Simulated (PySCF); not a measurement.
# C₇H₇Br: circular dichroism and optical rotation, excited states, first hyperpolarisability

Wanted: circular dichroism and optical rotation, excited states, first hyperpolarisability for C₇H₇Br (`CC=C=C=C=C(C)Br`).

Computed with PySCF 2.14.0 and routines of our own; the level stands in each step. Atoms count from 0.

### Step 1. The starting structure

15 atoms, charge 0, multiplicity 1; geometry from: GFN2-xTB.

### Step 2. Relaxing the molecule at PBE0-D3(BJ)/def2-SVP

Job settings and geometry (Å):

```
{"job": {"xc": "PBE0", "basis": "def2-SVP", "d3": "d3bj", "grid": 2, "kind": "geom"}, "charge": 0, "multiplicity": 1}
C     -3.540717     0.585187    -0.211339
C     -2.597057    -0.411447     0.379617
C     -1.295468    -0.295307     0.364753
C     -0.033853    -0.159911     0.353441
C      1.232464    -0.066348     0.296581
C      2.526019     0.075313     0.318059
C      3.506327    -0.394400    -0.698002
Br     3.340670     0.998878     1.832436
H     -4.215184     0.959197     0.559260
H     -4.148738     0.107512    -0.980204
H     -3.003794     1.421995    -0.650526
H     -3.049475    -1.280689     0.843227
H      4.061047     0.450975    -1.106515
H      4.224628    -1.075878    -0.241052
H      2.988717    -0.907090    -1.506132
```

On the command line:

```sh
$ OMP_NUM_THREADS=1 python excited_run.py task.json out
```

One launch serves the whole session: the jobs run in the order shown.

Log:

```text
step   0  E = -2843.86899019  max force = 0.017649
step   1  E = -2843.86987722  max force = 0.006618
step   2  E = -2843.87088390  max force = 0.001980
step   3  E = -2843.87105233  max force = 0.003208
step   4  E = -2843.87114119  max force = 0.001530
step   5  E = -2843.87118080  max force = 0.000778
step   6  E = -2843.87122644  max force = 0.000602
step   7  E = -2843.87125008  max force = 0.000367
step   8  E = -2843.87126085  max force = 0.000376
optimisation converged
```

Run time: 2.7 min. Hardware: 1 thread of Intel Xeon Platinum 8259CL at 2.50GHz, shared host; peak memory 0.83 GiB.

The steps of the relaxation:

```
step  energy from step 0 (eV)  largest force component (eV/Å)
   0                   0.0000                          0.9075
   1                  -0.0241                          0.3403
   2                  -0.0515                          0.1018
   3                  -0.0561                          0.1650
   4                  -0.0585                          0.0787
   5                  -0.0596                          0.0400
   6                  -0.0609                          0.0310
   7                  -0.0615                          0.0189
   8                  -0.0618                          0.0193
```

Distances of close pairs at the start and the end, largest changes first:

```
  bond  before (Å)  after (Å)  change (Å)
C5–Br7       1.952      1.910      -0.042
C1–H11       1.084      1.100      +0.016
 C2–C3       1.269      1.282      +0.013
 C4–C5       1.301      1.315      +0.013
 C0–H9       1.090      1.103      +0.012
 C0–H8       1.090      1.103      +0.012
 C1–C2       1.307      1.319      +0.012
 C3–C4       1.271      1.282      +0.011
```

The end geometry stands in the next job.

```
                         at the end point                value
  point group (found at 0.08 Å tolerance)                   C1
rotational constants (GHz, main isotopes)  3.515, 0.425, 0.389
                        dipole moment (D)                 2.16
```

### Step 3. Circular dichroism and optical rotation: TDDFT CAM-B3LYP/aug-cc-pVDZ

Job settings and geometry (Å):

```
{"job": {"kind": "ecd", "xc": "CAM-B3LYP", "basis": "aug-cc-pVDZ", "nstates": 12}, "charge": 0, "multiplicity": 1}
C     -3.615477     0.477632    -0.238887
C     -2.613052    -0.372148     0.475377
C     -1.304311    -0.218909     0.420116
C     -0.032455    -0.067090     0.365673
C      1.241074     0.070717     0.306968
C      2.547313     0.210169     0.258735
C      3.483422    -0.430387    -0.710128
Br     3.387538     1.341839     1.547624
H     -4.312718     0.939061     0.479929
H     -4.225045    -0.136173    -0.922893
H     -3.131972     1.274195    -0.819488
H     -3.003669    -1.191570     1.095968
H      4.052426     0.334565    -1.261758
H      4.211938    -1.064973    -0.180793
H      2.924429    -1.048003    -1.426258
```

Method: TDDFT CAM-B3LYP/aug-cc-pVDZ circular dichroism and optical rotation, one conformer, gas phase.

Log:

```text
coarse grid: 60896 points
cycle   1  E = -2844.9110631219  dE =  2.519e-01  |g| = 3.267e-01  |ddm| = 2.641e+01
cycle   2  E = -2844.9088591277  dE =  2.204e-03  |g| = 3.953e-01  |ddm| = 4.104e+00
cycle   3  E = -2844.9464083476  dE = -3.755e-02  |g| = 7.889e-02  |ddm| = 1.893e+00
cycle   4  E = -2844.9479329506  dE = -1.525e-03  |g| = 4.196e-02  |ddm| = 5.841e-01
cycle   5  E = -2844.9484268266  dE = -4.939e-04  |g| = 1.265e-02  |ddm| = 2.470e-01
cycle   6  E = -2844.9484700278  dE = -4.320e-05  |g| = 3.747e-03  |ddm| = 8.205e-02
cycle   7  E = -2844.9484754027  dE = -5.375e-06  |g| = 1.455e-03  |ddm| = 2.534e-02
final grid: 129136 points
cycle   8  E = -2844.9484495992  dE =  1.772e-07  |g| = 1.911e-03  |ddm| = 2.978e-02
cycle   9  E = -2844.9484482880  dE =  1.311e-06  |g| = 2.929e-03  |ddm| = 2.677e-02
cycle  10  E = -2844.9484506824  dE = -2.394e-06  |g| = 1.429e-04  |ddm| = 1.559e-02
cycle  11  E = -2844.9484506888  dE = -6.414e-09  |g| = 7.389e-05  |ddm| = 1.252e-03
cycle  12  E = -2844.9484506909  dE = -2.064e-09  |g| = 3.496e-05  |ddm| = 6.264e-04
cycle  13  E = -2844.9484506913  dE = -4.284e-10  |g| = 1.180e-05  |ddm| = 2.526e-04
converged SCF energy = -2844.9484506913

Singlet excitations and rotatory strengths (1e-40 esu^2 cm^2)
state   eV       nm     f(len)   f(vel)    R(len)    R(vel)   main configurations
  1   3.3605   368.9  0.00000  0.00002     0.017    -0.033   H->L 0.95
  2   3.9438   314.4  0.00000  0.00000    -0.262    -0.287   H-1->L+1 0.91
  3   4.5601   271.9  0.00154  0.00152     1.911     1.889   H-1->L 0.50, H->L+1 0.46
  4   5.5102   225.0  2.22064  2.16031    78.738    78.787   H->L+1 0.47, H-1->L 0.42
  5   5.5631   222.9  0.00503  0.00502   -25.815   -25.287   H-3->L 0.37, H->L+9 0.34
  6   5.7255   216.5  0.08587  0.08385   -24.713   -24.600   H->L+2 0.72, H->L+3 0.09
  7   5.8422   212.2  0.05399  0.05115    -2.189    -2.057   H-2->L 0.82
  8   5.9454   208.5  0.01525  0.01480    12.360    12.207   H-1->L+2 0.77
  9   6.2953   196.9  0.00535  0.00532    -5.321    -5.196   H->L+3 0.49, H-2->L+1 0.26
 10   6.3099   196.5  0.00162  0.00155     7.694     7.620   H-2->L+1 0.63, H->L+3 0.21
 11   6.4370   192.6  0.00131  0.00112    -0.360    -0.417   H-3->L 0.40, H->L+9 0.23, H->L+7 0.09
 12   6.5213   190.1  0.01279  0.01280     1.568     1.600   H-1->L+3 0.66

Specific rotation (deg / (dm g/mL))
    nm     length   length(OI)   velocity    alpha(len)  alpha(vel)
  633.0     161.29     165.07     162.62      153.832    150.226
  589.3     193.00     197.51     194.45      155.704    152.050
  546.0     235.42     240.91     236.95      158.124    154.408
  436.0     449.70     460.12     449.35      169.217    165.212
```

It took 2.7 min on 1 thread of Intel Xeon Platinum 8259CL at 2.50GHz, shared host; peak memory 1.3 GiB.

Warnings kept with the result: wavelengths within 0.3 eV of the first excitation or beyond it are left out.

### Step 4. Excited states: TDA CAM-B3LYP/def2-TZVP

The job, as its differences from that of step 3:

```diff
@@ -1,2 +1,2 @@
-{"job": {"kind": "ecd", "xc": "CAM-B3LYP", "basis": "aug-cc-pVDZ", "nstates": 12}, "charge": 0, "multiplicity": 1}
+{"job": {"kind": "states", "xc": "CAM-B3LYP", "basis": "def2-TZVP", "tda": true, "soc": true, "nstates": 6, "ntriplets": 5, "nquad": 4}, "charge": 0, "multiplicity": 1}
 C     -3.615477     0.477632    -0.238887
```

Level: TDA CAM-B3LYP/def2-TZVP excited states, vertical, gas phase, spin-orbit mean-field couplings.

Log:

```text
coarse grid: 60896 points
cycle   1  E = -2845.0109274852  dE =  1.767e-01  |g| = 4.395e-01  |ddm| = 4.450e+00
cycle   2  E = -2845.0097491333  dE =  1.178e-03  |g| = 4.453e-01  |ddm| = 1.089e+00
cycle   3  E = -2845.0483718618  dE = -3.862e-02  |g| = 1.336e-01  |ddm| = 5.251e-01
cycle   4  E = -2845.0527160886  dE = -4.344e-03  |g| = 4.261e-02  |ddm| = 1.485e-01
cycle   5  E = -2845.0531524011  dE = -4.363e-04  |g| = 1.763e-02  |ddm| = 5.934e-02
cycle   6  E = -2845.0532309391  dE = -7.854e-05  |g| = 4.632e-03  |ddm| = 2.149e-02
cycle   7  E = -2845.0532381774  dE = -7.238e-06  |g| = 1.713e-03  |ddm| = 8.285e-03
final grid: 129136 points
cycle   8  E = -2845.0532365670  dE =  1.067e-07  |g| = 2.234e-03  |ddm| = 5.641e-03
cycle   9  E = -2845.0532348426  dE =  1.724e-06  |g| = 3.434e-03  |ddm| = 4.418e-03
cycle  10  E = -2845.0532379608  dE = -3.118e-06  |g| = 2.114e-04  |ddm| = 2.660e-03
cycle  11  E = -2845.0532379735  dE = -1.263e-08  |g| = 8.518e-05  |ddm| = 3.119e-04
cycle  12  E = -2845.0532379765  dE = -3.014e-09  |g| = 5.655e-05  |ddm| = 2.473e-04
cycle  13  E = -2845.0532379774  dE = -9.427e-10  |g| = 8.851e-06  |ddm| = 9.551e-05
converged SCF energy = -2845.0532379774

Singlet excitations
state   eV       nm        f     d(h-e)  d(exc)  Lambda  PR(NTO)  |dmu|/D   mu/D   main configurations
  1   3.4254   362.0   0.00000   0.707   3.455   0.561   1.069    1.906    1.703   H->L 0.94
  2   3.9939   310.4   0.00000   0.780   3.332   0.501   1.059    2.063    4.044   H-1->L+1 0.95
  3   4.8013   258.2   0.00096   0.075   3.648   0.821   2.068    0.201    2.451   H-1->L 0.48, H->L+1 0.47
  4   5.6876   218.0   0.00005   0.155   2.951   0.503   1.869    0.380    2.156   H-3->L 0.44, H->L+2 0.44
  5   5.9075   209.9   0.44335   1.878   3.693   0.490   1.250                     H-2->L 0.69, H-2->L+2 0.13, H->L+1 0.09
  6   6.0252   205.8   2.60737   0.744   3.504   0.716   2.221                     H-1->L 0.34, H->L+1 0.32, H-2->L 0.15

Triplet excitations (Tamm-Dancoff)
state   eV     d(h-e)  d(exc)  Lambda  PR(NTO)   main configurations
  1   2.7029   0.026   3.072   0.808   1.921   H-1->L 0.61, H->L+1 0.32
  2   2.8901   0.077   3.108   0.811   1.885   H->L+1 0.62, H-1->L 0.32
  3   3.1443   0.687   3.435   0.563   1.041   H->L 0.96
  4   3.7280   0.821   3.307   0.500   1.025   H-1->L+1 0.97
  5   5.1774   0.153   2.850   0.504   1.826   H->L+2 0.45, H-3->L 0.43
S1 - T1 = 0.7225 eV

Spin-orbit couplings |<S|Hso|T>| (cm-1)
             T1       T2       T3       T4       T5
S0       39.057   32.230  270.223   39.832  709.809
S1      124.017   22.913    2.060    0.525   35.141
S2       68.319   44.247    0.672    2.316    7.304
S3        6.883    2.844  133.614  153.465  179.739
S4      142.973   47.337   33.398    7.429    4.824
S5      160.075  106.685  378.485   37.414  707.278
S6       70.530   49.096  123.846  125.452  221.449
T1 sublevels (cm-1): 0.000 2.145 3.529   radiative rates (1/s): 15.2 2.73 0.82
```

Run time: 1.9 min. Hardware: 1 thread of Intel Xeon Platinum 8259CL at 2.50GHz, shared host; peak memory 1.4 GiB.

Key values:

```
  quantity    value
S1 less T1  0.72 eV
```

### Step 5. Excited states: TDDFT CAM-B3LYP/aug-cc-pVDZ

The job, as its differences from that of step 4:

```diff
@@ -1,2 +1,2 @@
-{"job": {"kind": "states", "xc": "CAM-B3LYP", "basis": "def2-TZVP", "tda": true, "soc": true, "nstates": 6, "ntriplets": 5, "nquad": 4}, "charge": 0, "multiplicity": 1}
+{"job": {"kind": "states", "xc": "CAM-B3LYP", "basis": "aug-cc-pVDZ", "tpa": true, "nstates": 8, "nquad": 6, "ntriplets": 0}, "charge": 0, "multiplicity": 1}
 C     -3.615477     0.477632    -0.238887
```

Level: TDDFT CAM-B3LYP/aug-cc-pVDZ excited states, vertical, gas phase, two-photon moments by quadratic response.

Log:

```text
coarse grid: 60896 points
cycle   1  E = -2844.9110631219  dE =  2.519e-01  |g| = 3.267e-01  |ddm| = 2.641e+01
cycle   2  E = -2844.9088591277  dE =  2.204e-03  |g| = 3.953e-01  |ddm| = 4.104e+00
cycle   3  E = -2844.9464083476  dE = -3.755e-02  |g| = 7.889e-02  |ddm| = 1.893e+00
cycle   4  E = -2844.9479329506  dE = -1.525e-03  |g| = 4.196e-02  |ddm| = 5.841e-01
cycle   5  E = -2844.9484268266  dE = -4.939e-04  |g| = 1.265e-02  |ddm| = 2.470e-01
cycle   6  E = -2844.9484700278  dE = -4.320e-05  |g| = 3.747e-03  |ddm| = 8.205e-02
cycle   7  E = -2844.9484754027  dE = -5.375e-06  |g| = 1.455e-03  |ddm| = 2.534e-02
final grid: 129136 points
cycle   8  E = -2844.9484495992  dE =  1.771e-07  |g| = 1.911e-03  |ddm| = 2.978e-02
cycle   9  E = -2844.9484482880  dE =  1.311e-06  |g| = 2.929e-03  |ddm| = 2.677e-02
cycle  10  E = -2844.9484506824  dE = -2.394e-06  |g| = 1.429e-04  |ddm| = 1.559e-02
cycle  11  E = -2844.9484506888  dE = -6.410e-09  |g| = 7.389e-05  |ddm| = 1.252e-03
cycle  12  E = -2844.9484506909  dE = -2.056e-09  |g| = 3.496e-05  |ddm| = 6.264e-04
cycle  13  E = -2844.9484506913  dE = -4.275e-10  |g| = 1.180e-05  |ddm| = 2.526e-04
converged SCF energy = -2844.9484506913

Singlet excitations
state   eV       nm        f     d(h-e)  d(exc)  Lambda  PR(NTO)  |dmu|/D   mu/D   delta(TPA)   sigma/GM   main configurations
  1   3.3606   368.9   0.00000   0.664   3.456   0.554   1.099    1.873    1.795        0.04      0.000   H->L 0.95
  2   3.9438   314.4   0.00000   0.782   3.364   0.474   1.020    2.029    4.107        0.06      0.000   H-1->L+1 0.91
  3   4.5603   271.9   0.00154   0.072   3.685   0.785   2.106    0.141    2.512      144.68      1.102   H-1->L 0.50, H->L+1 0.46
  4   5.5106   225.0   2.22079   0.535   3.704   0.730   2.363    1.355    1.326       53.01      0.590   H->L+1 0.47, H-1->L 0.42
  5   5.5633   222.9   0.00506   0.202   3.125   0.410   1.860    1.096    3.463        3.30      0.037   H-3->L 0.37, H->L+9 0.34
  6   5.7255   216.5   0.08611   0.792   4.521   0.325   1.060    3.676    3.850       79.08      0.950   H->L+2 0.72, H->L+3 0.09
  7   5.8424   212.2   0.05407   1.750   3.669   0.393   1.087                                            H-2->L 0.82
  8   5.9454   208.5   0.01528   0.929   4.531   0.270   1.038                                            H-1->L+2 0.77
```

Run time: 1.8 min. Hardware: 1 thread of Intel Xeon Platinum 8259CL at 2.50GHz, shared host; peak memory 1.2 GiB.

### Step 6. First hyperpolarisability: quadratic response CAM-B3LYP/aug-cc-pVDZ

The job, as its differences from that of step 5:

```diff
@@ -1,2 +1,2 @@
-{"job": {"kind": "states", "xc": "CAM-B3LYP", "basis": "aug-cc-pVDZ", "tpa": true, "nstates": 8, "nquad": 6, "ntriplets": 0}, "charge": 0, "multiplicity": 1}
+{"job": {"kind": "beta", "xc": "CAM-B3LYP", "basis": "aug-cc-pVDZ"}, "charge": 0, "multiplicity": 1}
 C     -3.615477     0.477632    -0.238887
```

With the program's defaults for keys left out, this is: quadratic response CAM-B3LYP/aug-cc-pVDZ first hyperpolarisability, Taylor convention, gas phase.

Log:

```text
coarse grid: 60896 points
cycle   1  E = -2844.9110631219  dE =  2.519e-01  |g| = 3.267e-01  |ddm| = 2.641e+01
cycle   2  E = -2844.9088591277  dE =  2.204e-03  |g| = 3.953e-01  |ddm| = 4.104e+00
cycle   3  E = -2844.9464083476  dE = -3.755e-02  |g| = 7.889e-02  |ddm| = 1.893e+00
cycle   4  E = -2844.9479329506  dE = -1.525e-03  |g| = 4.196e-02  |ddm| = 5.841e-01
cycle   5  E = -2844.9484268266  dE = -4.939e-04  |g| = 1.265e-02  |ddm| = 2.470e-01
cycle   6  E = -2844.9484700278  dE = -4.320e-05  |g| = 3.747e-03  |ddm| = 8.205e-02
cycle   7  E = -2844.9484754027  dE = -5.375e-06  |g| = 1.455e-03  |ddm| = 2.534e-02
final grid: 129136 points
cycle   8  E = -2844.9484495992  dE =  1.771e-07  |g| = 1.911e-03  |ddm| = 2.978e-02
cycle   9  E = -2844.9484482880  dE =  1.311e-06  |g| = 2.929e-03  |ddm| = 2.677e-02
cycle  10  E = -2844.9484506824  dE = -2.394e-06  |g| = 1.429e-04  |ddm| = 1.559e-02
cycle  11  E = -2844.9484506888  dE = -6.410e-09  |g| = 7.389e-05  |ddm| = 1.252e-03
cycle  12  E = -2844.9484506909  dE = -2.056e-09  |g| = 3.496e-05  |ddm| = 6.264e-04
cycle  13  E = -2844.9484506913  dE = -4.275e-10  |g| = 1.180e-05  |ddm| = 2.526e-04
converged SCF energy = -2844.9484506913

Lowest singlets (eV, f): 3.3606 0.0000  3.9438 0.0000  4.5603 0.0015

First hyperpolarisability (au)
process     nm      |vector|   parallel      HRS      DR
static         -       81.16      22.46      47.76   2.515
shg       1907.0       86.40      21.43      51.39   2.499
eope      1907.0       82.82      22.17          -       -
shg       1064.0      101.78      17.15      61.86   2.471
eope      1064.0       86.81      21.34          -       -
```

Wall time 79 s (1 thread of Intel Xeon Platinum 8259CL at 2.50GHz, shared host); peak memory 1.3 GiB.

### Step 7. What came out

| quantity | value |
| --- | --- |
| point group | C1 |
| rotational constants (main isotopes) | 3.52, 0.43, 0.39 GHz |
| state of largest rotatory strength (velocity form) among 12 (step 3, TDDFT CAM-B3LYP/aug-cc-pVDZ) | 5.51 eV, R = +78.8 (velocity), +78.7 (length) ·10⁻⁴⁰ esu² cm² |
| specific rotation at 633.0 nm (step 3, TDDFT CAM-B3LYP/aug-cc-pVDZ) | 162.6 (velocity), 161.3 (length) |
| S1 less T1 (step 4, TDA CAM-B3LYP/def2-TZVP) | 0.72 eV |
| β vector (step 6, quadratic response CAM-B3LYP/aug-cc-pVDZ) | static 81, SHG 1907.0 nm 86, SHG 1064.0 nm 102 au |

What this shows: Relaxing lowered the energy by 0.062 eV in 8 steps; the close pair that moved most is C5–Br7, from 1.952 to 1.910 Å. Steps that list no spin-orbit terms leave them out, which matters at and beside the heavy atoms. Rotations belong to one conformer and to the handedness of the start. Scalar relativity is left out for the heavy atoms. In step 4, the number of triplets below S1 is 3, and the largest singlet-triplet spin-orbit coupling is S0–T5, 709.81 cm⁻¹. β grows from 81 au (static) to 102 au for doubling at 1064.0 nm: normal dispersion, which grows as twice the photon energy moves toward the bright states.
